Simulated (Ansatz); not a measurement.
# Ni2Sb: the cost of one run

Computed with Ansatz 0.2.0 (DFT PBE, scalar-relativistic, plane waves, PAW, unless a step's input says otherwise).

### 1 Starting point

Symmetry: P6/mmm, No. 191, hexagonal system. The conventional cell has a = 3.620 Å, b = 3.620 Å, c = 3.909 Å, α = 90.00°, β = 90.00°, γ = 120.00°. Ni (site symmetry -6m2) has 3 Ni at 2.09 Å as nearest neighbours. Around Sb (site symmetry 6/mmm) lie 12 Ni at 2.86 Å.

Coordinates:

```
Ni Sb
1.0
     3.62033    0.00000    0.00000
    -1.81016    3.13530    0.00000
     0.00000    0.00000    3.90899
Ni Sb
2 1
Direct
  0.33333 0.66667 0.50000
  0.66667 0.33333 0.50000
  0.00000 0.00000 0.00000
```

This is candidate A: AlB2 type (P6/mmm, No. 191).

(A quick probe on a coarse mesh, which set the mesh and smearing, is not shown.)

### 3 Coarse relaxation (candidate A)

Contents of input.yaml:

```yaml
crystal:
  lattice:
    - [3.6203268627, 0.0, 0.0]
    - [-1.8101634313, 3.1352950331, 0.0]
    - [0.0, 0.0, 3.9089907986]
  atoms:
    - { symbol: Ni, position: [0.3333333333, 0.6666666667, 0.5] }
    - { symbol: Ni, position: [0.6666666667, 0.3333333333, 0.5] }
    - { symbol: Sb, position: [0.0, 0.0, 0.0] }
basis:
  ecutwfc: 420
kpoints:
  mp_grid: { grid: [6, 6, 4] }
hamiltonian:
  xc: pbe
scf:
  occupations: { method: gaussian, width: 0.1 }
  lower_state_search: "off"
output:
  forces: true
  stress: true
  eigenvalues: true
relax:
  adjacent_minimum: "off"
  f_tol: 0.04
  max_steps: 70
  cell: { stress_tol: 0.4 }
```

The run is started by

```sh
$ ansatz run input.yaml --threads 1 --pin off --max-ram 2560MiB --backend cpu --events-out ev --progress --plain --runs-dir out
```

**Question.** How long does this run take on 1 thread of Intel Xeon at 2.50GHz (Skylake/Cascade Lake), shared host, and how much memory does it need?

About 40 s, with a peak of 0.37 GiB.
